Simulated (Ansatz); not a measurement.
# ZrCl₄ + H₂: a complex and its separated parts

Aim: how far the complex at one end of a reaction step lies below its separated, relaxed parts, level by level.

The runs use Ansatz 0.2.0, Gaussian basis; PBE0-D4/def2-TZVP structures, single points in def2-TZVPP, no counterpoise correction.

Levels: SPW92, PBE-D4, BLYP-D4, r2SCAN-D4, B97M-V, PBE0-D4, B3LYP-D4, r2SCAN0-D4, BHLYP-D4, CAM-B3LYP-D4, wB97X-V, wB97M-V, B2PLYP, PBE-QIDH, RPA on PBE, Hartree-Fock, MP2, CCSD, CCSD(T).

Correlated methods freeze the cores. Core potentials replace the inner electrons past krypton, and spin-orbit coupling is left out. B3LYP uses VWN-RPA correlation. B2PLYP carries no dispersion term here.

88 further runs of the same task are left out: 88 set aside as unsound or not needed. Runs told in other sessions of the task aren't counted.

## (1) Where the work starts

The complex: 7 atoms, charge 0, spin multiplicity 1.

Atoms are counted from 1 here; the program's logs count them from 0.

Bond lengths: Zr1–Cl2 2.316 Å, Zr1–Cl3 2.316 Å, Zr1–Cl4 2.316 Å, Zr1–Cl5 2.316 Å, H6–H7 0.746 Å. Angles: Cl2–Zr1–Cl3 109.4°, Cl2–Zr1–Cl4 109.4°, Cl2–Zr1–Cl5 109.8°, Cl3–Zr1–Cl4 109.5°, Cl3–Zr1–Cl5 109.4°, Cl4–Zr1–Cl5 109.4°.

Geometry (Å):

| atom | x (Å) | y (Å) | z (Å) |
| --- | --- | --- | --- |
| Zr1 | -0.68860 | -0.33675 | -0.97656 |
| Cl2 | 0.35665 | -1.80522 | 0.47805 |
| Cl3 | 0.31831 | -0.46912 | -3.05786 |
| Cl4 | -2.92638 | -0.90286 | -1.16381 |
| Cl5 | -0.50706 | 1.82668 | -0.16985 |
| H6 | 1.80352 | 0.48387 | 2.50366 |
| H7 | 1.64346 | 1.20340 | 2.38647 |

Its parts: ZrCl₄ holds atoms 1, 2, 3, 4, 5; H₂ holds atoms 6, 7. Each part counts its atoms afresh in its own runs.

## (2) Relaxing ZrCl₄ alone

The input, relax-a/in.yaml:

```yaml
crystal:
  periodic: [false, false, false]
  atoms:
    - {symbol: Zr, position_ang: [-0.688602, -0.336749, -0.976560]}
    - {symbol: Cl, position_ang: [0.356651, -1.805218, 0.478052]}
    - {symbol: Cl, position_ang: [0.318305, -0.469118, -3.057864]}
    - {symbol: Cl, position_ang: [-2.926382, -0.902863, -1.163812]}
    - {symbol: Cl, position_ang: [-0.507055, 1.826676, -0.169847]}
basis:
  gaussian: {orbitals: def2-TZVP}
hamiltonian: {xc: pbe0, dispersion: d4}
relax: {f_tol: 0.005, max_steps: 200}
```

On the command line:

```bash
$ ansatz run in.yaml --threads 8 --pin off --events-out ev --progress --plain --max-ram 19148MiB
```

Further steps of the session: Relaxing H₂ alone; SPW92/def2-TZVPP; PBE-D4/def2-TZVPP; BLYP-D4/def2-TZVPP; r2SCAN-D4/def2-TZVPP; B97M-V/def2-TZVPP; PBE0-D4/def2-TZVPP; B3LYP-D4/def2-TZVPP; r2SCAN0-D4/def2-TZVPP; BHLYP-D4/def2-TZVPP; CAM-B3LYP-D4/def2-TZVPP; wB97X-V/def2-TZVPP; wB97M-V/def2-TZVPP; B2PLYP/def2-TZVPP; PBE-QIDH/def2-TZVPP; RPA on PBE/def2-TZVPP; CCSD(T)/def2-TZVPP; Vibrations of ZrCl₄; Vibrations of H₂.

What does the calculation give? Wanted: complex less parts, CCSD(T)/def2-TZVPP; with zero-point energy; largest T1 diagnostic.

The runs gave:

| quantity | value |
| --- | --- |
| complex less parts, CCSD(T)/def2-TZVPP | -0.38 kcal/mol |
| with zero-point energy | +0.15 kcal/mol |
| largest T1 diagnostic | 0.016 |

At CCSD(T) the complex lies 0.38 kcal/mol below its parts. Among the functionals r2SCAN0-D4 lands nearest to CCSD(T) (-0.01 kcal/mol) and SPW92 farthest (-0.66 kcal/mol). By rung, the mean size of the error is: LDA 0.66, GGA 0.21, meta-GGA 0.10, hybrid 0.11, range-separated hybrid 0.14, double hybrid 0.26 kcal/mol. The double hybrids carry no dispersion term here, unlike the levels marked D4 or V. PBE-D4 gives a relative energy 0.35 kcal/mol too low, an error of 92 % of the reference. The complex's frequency run has imaginary modes: the structure is no minimum, so both the energy and the zero-point correction are in doubt. No counterpoise was applied, and triple zeta lacks some correlation, so the CCSD(T) reference has a basis error of its own, and close matches with it are partly luck.
